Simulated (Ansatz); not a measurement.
# C2H5BSi: molecular dynamics

Aim: follow the molecule's vibrations and see whether its bonds hold. The start is relaxed first. Runs: 300 steps of 0.5 fs at constant energy, with velocities drawn for 400 K. SMILES of the start: [SiH3]B1C=C1.

All numbers below are computed with Ansatz 0.2.0 (RKS PBE0-D4/def2-SVP).

## Step 1: The starting structure

Bond lengths: Si1–B2 1.942 Å, B2–C3 1.489 Å, B2–C4 1.489 Å, C3–C4 1.351 Å, Si1–H5 1.473 Å, Si1–H6 1.473 Å, Si1–H7 1.474 Å, C3–H8 1.071 Å, C4–H9 1.071 Å. Angles (14 of 15 angles, heavy atoms first): Si1–B2–C3 153.3°, Si1–B2–C4 152.8°, C3–B2–C4 53.9°, B2–C3–C4 63.0°, B2–C4–C3 63.0°, B2–Si1–H5 114.4°, B2–Si1–H6 114.2°, B2–Si1–H7 111.9°, B2–C3–H8 159.0°, C4–C3–H8 138.0°, B2–C4–H9 158.9°, C3–C4–H9 138.1°, H5–Si1–H6 104.7°, H5–Si1–H7 105.4°.

Structure file:

```xyz
9

Si   -0.3434    1.4441   -0.6785
B     0.0788   -0.2711    0.1274
C     0.5564   -1.6809    0.0807
C     0.1509   -1.2110    1.2806
H     0.4811    1.7844   -1.8508
H    -0.1913    2.5922    0.2321
H    -1.7379    1.5012   -1.1513
H     0.9448   -2.5922   -0.3268
H     0.0607   -1.5666    2.2867
```

## Step 2: Relaxing the start

The input, input.yaml:

```yaml
crystal:
  periodic: [false, false, false]
  atoms:
    - { symbol: Si, position_ang: [-0.34345, 1.44406, -0.67854] }
    - { symbol: B, position_ang: [0.07881, -0.27112, 0.12739] }
    - { symbol: C, position_ang: [0.55636, -1.6809, 0.08074] }
    - { symbol: C, position_ang: [0.15085, -1.21098, 1.28056] }
    - { symbol: H, position_ang: [0.48109, 1.78435, -1.8508] }
    - { symbol: H, position_ang: [-0.19131, 2.59217, 0.2321] }
    - { symbol: H, position_ang: [-1.73791, 1.50125, -1.15132] }
    - { symbol: H, position_ang: [0.94482, -2.59224, -0.32685] }
    - { symbol: H, position_ang: [0.06074, -1.5666, 2.28673] }
basis:
  gaussian: { orbitals: def2-SVP }
hamiltonian:
  xc: pbe0
  dispersion: d4
relax:
  f_tol: 0.02
  max_steps: 40
scf:
  lower_state_search: "off"
```

Started as:

```console
> ansatz run input.yaml --threads 1 --pin off --max-ram 2048MiB --backend cpu --events-out ev --progress --plain --runs-dir out
```

The log of the run, shortened:

```text
Warning: RAYON_NUM_THREADS=1 ignored (pool sized by the plan → 1); use --threads N
[...]
Functional definition: PBE0
[...]
941 factors; integrals over basis functions are off by at most 4.6e-4 eV
[...]
mean field -10695.83950711 eV, -393.0648519860 hartree, gradient 5.0e-6 eV, S^2 0.000000; 0 other end points of the search recorded, 0 dependent functions left out
[...]
reference -10695.83953414 eV, -393.0648529793 hartree; 18, 18 occupied and 67, 67 virtual orbitals, 941 factors
relax step   1: F+E_penalty+E_count = -10695.97698221 eV  Δ(F+E_penalty+E_count) = +0.000e0 eV  max|allowed force component| = 1.063e0 eV/Å  Δτ_max = 0.0000 Å  (14 SCF iters, accepted)
[...]
relax step   5: F+E_penalty+E_count = -10696.05158517 eV  Δ(F+E_penalty+E_count) = -4.619e-4 eV  max|allowed force component| = 3.665e-2 eV/Å  Δτ_max = 0.0029 Å  (14 SCF iters, accepted)
[...]
relax step   6: F+E_penalty+E_count = -10696.05161211 eV  Δ(F+E_penalty+E_count) = -2.694e-5 eV  max|allowed force component| = 1.230e-3 eV/Å  Δτ_max = 0.0015 Å  (13 SCF iters, accepted)
Total energy: -10696.05163909 eV, -393.0726476923 hartree
Atom 0 at    -0.341281     1.480155    -0.691440 Å, force    -0.000017    -0.000311     0.000159 eV/Å
Atom 1 at     0.090697    -0.277685     0.137450 Å, force    -0.000127     0.001230    -0.000427 eV/Å
Atom 2 at     0.555476    -1.684346     0.084751 Å, force     0.000068    -0.001181    -0.000039 eV/Å
Atom 3 at     0.151187    -1.217755     1.282100 Å, force    -0.000215    -0.000895     0.000759 eV/Å
Atom 4 at     0.511791     1.770457    -1.886189 Å, force     0.000482     0.000131    -0.000745 eV/Å
Atom 5 at    -0.187094     2.614305     0.272661 Å, force     0.000029     0.000716     0.000548 eV/Å
Atom 6 at    -1.769291     1.460160    -1.145805 Å, force    -0.000364    -0.000335    -0.000020 eV/Å
Atom 7 at     0.947795    -2.596079    -0.369956 Å, force    -0.000058     0.000460     0.000205 eV/Å
Atom 8 at     0.040720    -1.549222     2.316438 Å, force     0.000202     0.000185    -0.000440 eV/Å
Dipole moment:     0.084824    -0.348438     0.164287 e Å
Checks for a lower state left out: stability, starts, cluster_reference, orbital_swaps, neighbouring_geometries, increment
```

It took 26 s on 1 thread of Intel Xeon Platinum 8259CL at 2.50GHz (Skylake/Cascade Lake), shared host; peak memory 0.16 GiB.

Step by step:

| step | energy from step 1 (eV) | largest force component (eV/Å) |
| --- | --- | --- |
| 1 | 0.0000 | 1.0627 |
| 2 | -0.0678 | 0.3587 |
| 3 | -0.0736 | 0.0699 |
| 4 | -0.0741 | 0.2047 |
| 5 | -0.0746 | 0.0367 |
| 6 | -0.0746 | 0.0012 |

Step 1 is the start.

After: Bond lengths: Si1–B2 1.991 Å, B2–C3 1.482 Å, B2–C4 1.482 Å, C3–C4 1.347 Å, Si1–H5 1.496 Å, Si1–H6 1.497 Å, Si1–H7 1.499 Å, C3–H8 1.092 Å, C4–H9 1.092 Å. Angles (14 of 15 angles, heavy atoms first): Si1–B2–C3 153.0°, Si1–B2–C4 152.9°, C3–B2–C4 54.0°, B2–C3–C4 63.0°, B2–C4–C3 63.0°, B2–Si1–H5 112.3°, B2–Si1–H6 112.2°, B2–Si1–H7 108.7°, B2–C3–H8 156.9°, C4–C3–H8 140.1°, B2–C4–H9 156.9°, C3–C4–H9 140.1°, H5–Si1–H6 108.0°, H5–Si1–H7 107.7°.

## Step 3: The run

300 steps of 0.5 fs at constant energy, with velocities drawn for 400 K, from the relaxed start.

The input, input.yaml:

```yaml
crystal:
  periodic: [false, false, false]
  atoms:
    - { symbol: Si, position_ang: [-0.341281, 1.480155, -0.69144] }
    - { symbol: B, position_ang: [0.090697, -0.277685, 0.13745] }
    - { symbol: C, position_ang: [0.555476, -1.684346, 0.084751] }
    - { symbol: C, position_ang: [0.151187, -1.217755, 1.2821] }
    - { symbol: H, position_ang: [0.511791, 1.770457, -1.886189] }
    - { symbol: H, position_ang: [-0.187094, 2.614305, 0.272661] }
    - { symbol: H, position_ang: [-1.769291, 1.46016, -1.145805] }
    - { symbol: H, position_ang: [0.947795, -2.596079, -0.369956] }
    - { symbol: H, position_ang: [0.04072, -1.549222, 2.316438] }
basis:
  gaussian: { orbitals: def2-SVP }
hamiltonian:
  xc: pbe0
  dispersion: d4
md:
  timestep: 0.5
  n_steps: 300
  ensemble: nve
  temperature: 400.0
  initial_velocities: maxwell_boltzmann
  seed: 564121
scf:
  lower_state_search: "off"
```

Started as:

```console
> ansatz run input.yaml --threads 1 --pin off --max-ram 2048MiB --backend cpu --events-out ev --progress --plain --runs-dir out
```

The log of the run, shortened:

```text
Warning: RAYON_NUM_THREADS=1 ignored (pool sized by the plan → 1); use --threads N
[...]
[... 1 set-up line as earlier in the session ...]
[...]
944 factors; integrals over basis functions are off by at most 2.5e-4 eV
[...]
mean field -10695.91490852 eV, -393.0676229367 hartree, gradient 5.7e-6 eV, S^2 0.000000; 0 other end points of the search recorded, 0 dependent functions left out
[...]
reference -10695.91493550 eV, -393.0676239282 hartree; 18, 18 occupied and 67, 67 virtual orbitals, 944 factors
md step     0: t =     0.00 fs  T =   400.0 K  F+E_penalty+E_count = -10696.05161247 eV  E_kin = 0.361928 eV  conserved = -10695.68968448 eV  (14 SCF iters)
[...]
md step    17: t =     8.50 fs  T =   131.1 K  F+E_penalty+E_count = -10695.80664104 eV  E_kin = 0.118647 eV  conserved = -10695.68799410 eV  (15 SCF iters, 3 dispersion substeps)
[...]
md step    34: t =    17.00 fs  T =   242.6 K  F+E_penalty+E_count = -10695.90804747 eV  E_kin = 0.219514 eV  conserved = -10695.68853300 eV  (20 SCF iters, 3 dispersion substeps)
[...]
md step    51: t =    25.50 fs  T =   135.0 K  F+E_penalty+E_count = -10695.81052613 eV  E_kin = 0.122110 eV  conserved = -10695.68841582 eV  (19 SCF iters, 3 dispersion substeps)
[...]
md step    68: t =    34.00 fs  T =   158.3 K  F+E_penalty+E_count = -10695.83063715 eV  E_kin = 0.143264 eV  conserved = -10695.68737269 eV  (14 SCF iters, 3 dispersion substeps)
md step    69: t =    34.50 fs  T =   190.6 K  F+E_penalty+E_count = -10695.86012110 eV  E_kin = 0.172418 eV  conserved = -10695.68770285 eV  (15 SCF iters, 3 dispersion substeps)
```

## Step 4: The output, continued: dynamics from the start

The log, continued, shortened:

```text
md step    70: t =    35.00 fs  T =   234.7 K  F+E_penalty+E_count = -10695.90054697 eV  E_kin = 0.212330 eV  conserved = -10695.68821653 eV  (21 SCF iters, 3 dispersion substeps)
[...]
md step    92: t =    46.00 fs  T =   201.9 K  F+E_penalty+E_count = -10695.87190969 eV  E_kin = 0.182718 eV  conserved = -10695.68919138 eV  (21 SCF iters, 3 dispersion substeps)
[...]
md step   114: t =    57.00 fs  T =   216.5 K  F+E_penalty+E_count = -10695.88444936 eV  E_kin = 0.195871 eV  conserved = -10695.68857805 eV  (21 SCF iters, 3 dispersion substeps)
[...]
md step   136: t =    68.00 fs  T =   213.5 K  F+E_penalty+E_count = -10695.88208634 eV  E_kin = 0.193153 eV  conserved = -10695.68893305 eV  (20 SCF iters, 3 dispersion substeps)
[...]
md step   158: t =    79.00 fs  T =   173.2 K  F+E_penalty+E_count = -10695.84420630 eV  E_kin = 0.156740 eV  conserved = -10695.68746609 eV  (21 SCF iters, 3 dispersion substeps)
md step   159: t =    79.50 fs  T =   156.8 K  F+E_penalty+E_count = -10695.82917124 eV  E_kin = 0.141907 eV  conserved = -10695.68726414 eV  (14 SCF iters, 3 dispersion substeps)
md step   160: t =    80.00 fs  T =   160.1 K  F+E_penalty+E_count = -10695.83229155 eV  E_kin = 0.144823 eV  conserved = -10695.68746848 eV  (14 SCF iters, 3 dispersion substeps)
```

## Step 5: More of the same log: dynamics from the start

The log, continued, shortened:

```text
md step   161: t =    80.50 fs  T =   179.5 K  F+E_penalty+E_count = -10695.85039441 eV  E_kin = 0.162396 eV  conserved = -10695.68799880 eV  (15 SCF iters, 3 dispersion substeps)
[...]
md step   180: t =    90.00 fs  T =   229.2 K  F+E_penalty+E_count = -10695.89565780 eV  E_kin = 0.207398 eV  conserved = -10695.68826009 eV  (20 SCF iters, 3 dispersion substeps)
[...]
md step   199: t =    99.50 fs  T =   170.8 K  F+E_penalty+E_count = -10695.84260756 eV  E_kin = 0.154541 eV  conserved = -10695.68806649 eV  (20 SCF iters, 3 dispersion substeps)
[...]
md step   218: t =   109.00 fs  T =   179.3 K  F+E_penalty+E_count = -10695.85024515 eV  E_kin = 0.162262 eV  conserved = -10695.68798295 eV  (21 SCF iters, 3 dispersion substeps)
[...]
Atom 0 at    -0.346163     1.494678    -0.690470 Å, force    -0.464746    -0.306924     0.506182 eV/Å
Atom 1 at     0.070154    -0.297254     0.109398 Å, force     0.149331    -0.025870     0.784762 eV/Å
Atom 2 at     0.452243    -1.726470     0.075038 Å, force    -0.245860     0.809337     0.929796 eV/Å
Atom 3 at     0.282138    -1.182795     1.312282 Å, force    -0.195281     0.238438    -2.063986 eV/Å
Atom 4 at     0.864819     1.959681    -1.404331 Å, force     0.188534     0.281528    -0.086805 eV/Å
Atom 5 at    -0.841050     2.508085     0.343966 Å, force     0.310800    -0.320582    -0.432183 eV/Å
Atom 6 at    -1.438106     1.295670    -1.692944 Å, force    -0.025722     0.120651    -0.068702 eV/Å
Atom 7 at     0.691386    -2.674134    -0.364608 Å, force     0.192529    -0.658277    -0.357191 eV/Å
Atom 8 at     0.292932    -1.499109     2.334978 Å, force     0.090416    -0.138300     0.788128 eV/Å
Dipole moment:     0.085413    -0.310664     0.155411 e Å
Checks for a lower state left out: stability, starts, cluster_reference, orbital_swaps, neighbouring_geometries, increment
```

It took 13 min on 1 thread of Intel Xeon Platinum 8259CL at 2.50GHz (Skylake/Cascade Lake), shared host; peak memory 0.18 GiB.

## Step 6: The trajectory

The trajectory, every 12 steps (energies from step 0):

```
time (fs)  T (K)  potential energy change (meV/atom)  total energy change (meV/atom)
      0.0    400                                 0.0                            0.00
      6.0    225                                17.7                            0.06
     12.0     95                                30.9                            0.22
     18.0    186                                21.8                            0.25
     24.0    171                                23.2                            0.17
     30.0    213                                18.9                            0.06
     36.0    322                                 7.8                            0.05
     42.0    190                                21.3                            0.17
     48.0     85                                31.9                            0.22
     54.0    212                                19.1                            0.18
     60.0    259                                14.3                            0.11
     66.0    169                                23.4                            0.11
     72.0    214                                18.9                            0.13
     78.0    247                                15.5                            0.13
     84.0    157                                24.6                            0.17
     90.0    229                                17.3                            0.16
     96.0    201                                20.2                            0.16
    102.0    125                                27.8                            0.15
    108.0    204                                19.8                            0.11
    114.0    316                                 8.5                            0.10
    120.0    194                                20.8                            0.15
    126.0    151                                25.3                            0.20
    132.0    164                                24.0                            0.19
    138.0    185                                21.7                            0.11
    144.0    251                                15.1                            0.06
    150.0    321                                 8.0                            0.08
```

time (fs), T (K) and a bar:
```
      0.0        400 ##############################
      6.5        212 ###########
     13.0        130 ###
     19.5        211 ###########
     26.0        124 ##
     32.5        167 #######
     39.0        281 ##################
     45.5        205 ###########
     52.0        261 ################
     58.5        221 ############
     65.0         99 
     71.5        199 ##########
     78.5        206 ###########
     85.0        109 #
     91.5        270 #################
     98.0        269 #################
    104.5        171 #######
    111.0        249 ###############
    117.5        198 ##########
    124.0        118 ##
    130.5        171 #######
    137.0        206 ###########
    143.5        261 ################
    150.0        321 ######################
```

Maxima of the velocity power spectrum (cm⁻¹, relative height; resolution about 440 cm⁻¹): 500 (37), 890 (100), 2220 (72), 3280 (36).

## Step 7: Snapshots as a file

Positions (Å) and forces (eV/Å):

```xyz
9
time_fs=19.0 T=188 dE=0.1937
Si   -0.358    1.514   -0.714    1.073   -1.702   -1.100
B     0.097   -0.297    0.188   -0.333    0.692   -0.849
C     0.550   -1.710    0.084   -0.401    1.037    0.715
C     0.175   -1.254    1.305    0.270    0.085   -1.408
H     0.650    1.816   -1.867   -0.671   -0.247    0.658
H    -0.216    2.565    0.226    0.086    1.271    1.077
H    -1.736    1.556   -1.271   -0.149   -0.106   -0.056
H     0.915   -2.611   -0.364    0.262   -0.650   -0.370
H     0.099   -1.633    2.289   -0.137   -0.380    1.332
9
time_fs=37.5 T=347 dE=0.0487
Si   -0.334    1.487   -0.695   -0.209   -0.089   -0.139
B     0.048   -0.278    0.162    0.321    0.079    0.327
C     0.533   -1.674    0.073   -0.295    0.312    0.062
C     0.195   -1.237    1.296   -0.183    0.712   -1.077
H     0.628    1.742   -1.831   -0.136    0.042    0.235
H    -0.372    2.679    0.231    0.105   -0.240   -0.135
H    -1.710    1.356   -1.296    0.112    0.091    0.006
H     0.874   -2.572   -0.408    0.297   -0.550   -0.326
H     0.123   -1.575    2.301   -0.012   -0.355    1.047
9
time_fs=56.0 T=204 dE=0.1788
Si   -0.328    1.438   -0.680   -1.131    1.922    0.844
B     0.061   -0.237    0.163    0.084   -0.807    0.113
C     0.497   -1.650    0.056    0.615   -0.574   -0.987
C     0.189   -1.196    1.267    0.005   -0.055    1.780
H     0.649    1.784   -1.688    0.693    0.196   -0.725
H    -0.380    2.677    0.316   -0.030   -1.066   -0.806
H    -1.670    1.333   -1.373    0.199    0.050    0.154
H     0.930   -2.527   -0.459   -0.324    0.274    0.250
H     0.209   -1.492    2.337   -0.112    0.059   -0.623
9
time_fs=75.0 T=301 dE=0.0904
Si   -0.346    1.480   -0.702   -0.017    0.021    0.569
B     0.083   -0.270    0.170   -0.003    0.458   -0.284
C     0.507   -1.681    0.071    0.049   -1.188   -0.874
C     0.224   -1.212    1.297   -0.334   -0.838    1.617
H     0.740    1.815   -1.666    0.048    0.135   -0.064
H    -0.477    2.571    0.344    0.064   -0.148   -0.337
H    -1.639    1.413   -1.451   -0.011   -0.043   -0.022
H     0.737   -2.644   -0.464   -0.046    0.939    0.590
H     0.112   -1.631    2.347    0.250    0.665   -1.196
9
time_fs=94.0 T=156 dE=0.2224
Si   -0.356    1.521   -0.706    1.367   -1.728   -1.241
B     0.108   -0.306    0.171   -0.506    1.198   -0.592
C     0.481   -1.732    0.072    0.581   -1.033    0.268
C     0.225   -1.239    1.309    0.361   -0.279    0.918
H     0.777    2.002   -1.665   -0.666   -0.420    0.549
H    -0.558    2.601    0.188   -0.308    1.149    1.181
H    -1.583    1.339   -1.529   -0.142   -0.005   -0.079
H     0.867   -2.701   -0.347   -0.487    0.911    0.179
H     0.284   -1.532    2.397   -0.198    0.207   -1.185
9
time_fs=112.5 T=356 dE=0.0397
Si   -0.341    1.485   -0.691   -0.119   -0.163   -0.300
B     0.077   -0.273    0.129    0.461   -0.668    0.409
C     0.477   -1.716    0.078   -0.304    0.599   -0.058
C     0.250   -1.189    1.299   -0.216    0.004   -0.724
H     0.793    1.954   -1.583   -0.281   -0.016    0.270
H    -0.699    2.502    0.342    0.127    0.150   -0.033
H    -1.566    1.288   -1.544    0.137    0.095   -0.005
H     0.710   -2.660   -0.419    0.099   -0.028    0.084
H     0.193   -1.530    2.326    0.097    0.025    0.355
9
time_fs=131.0 T=154 dE=0.2247
Si   -0.343    1.434   -0.675   -1.097    2.165    0.610
B     0.097   -0.240    0.123    0.089   -1.887    0.388
C     0.452   -1.696    0.057   -0.362    1.567    0.780
C     0.241   -1.153    1.278    0.235    0.334   -1.736
H     0.802    1.977   -1.385    0.751    0.241   -0.531
H    -0.648    2.550    0.411    0.069   -0.928   -0.855
H    -1.484    1.400   -1.663    0.121   -0.114    0.233
H     0.731   -2.614   -0.407    0.217   -0.890   -0.400
H     0.282   -1.371    2.307   -0.022   -0.488    1.510
9
time_fs=150.0 T=321 dE=0.0723
Si   -0.346    1.495   -0.691   -0.465   -0.307    0.506
B     0.070   -0.297    0.109    0.149   -0.026    0.785
C     0.452   -1.726    0.075   -0.246    0.809    0.930
C     0.282   -1.183    1.312   -0.195    0.238   -2.064
H     0.865    1.960   -1.404    0.189    0.281   -0.087
H    -0.841    2.508    0.344    0.311   -0.321   -0.432
H    -1.438    1.296   -1.693   -0.026    0.121   -0.069
H     0.691   -2.674   -0.365    0.193   -0.658   -0.357
H     0.293   -1.499    2.335    0.090   -0.138    0.788
```

## Step 8: Summary of results

```
                          quantity                          value
           relaxation of the start        5 moves, 0.075 eV lower
                            length            300 steps of 0.5 fs
  temperature, first and last step                  400 and 321 K
          temperature, second half  mean 204 K, from 101 to 361 K
     potential energy, second half    +20 meV/atom from the start
largest change of the total energy                  0.29 meV/atom
            bonds formed or broken                              0
```

In words: The temperature starts at 400 K and averages 204 K in the second half, where it ranges from 101 to 361 K; a mean near half the start is what vibrations about a minimum give, since they share energy equally between motion and strain. The total energy strays from its start by at most 0.29 meV/atom, 1.4 % of the mean kinetic energy, which is good for a step of 0.5 fs. The bonding pattern survives the run. A run of 150 fs with 9 atoms shows the motion but fixes no equilibrium value. The nuclei move classically, without zero-point motion, which matters most for hydrogen.
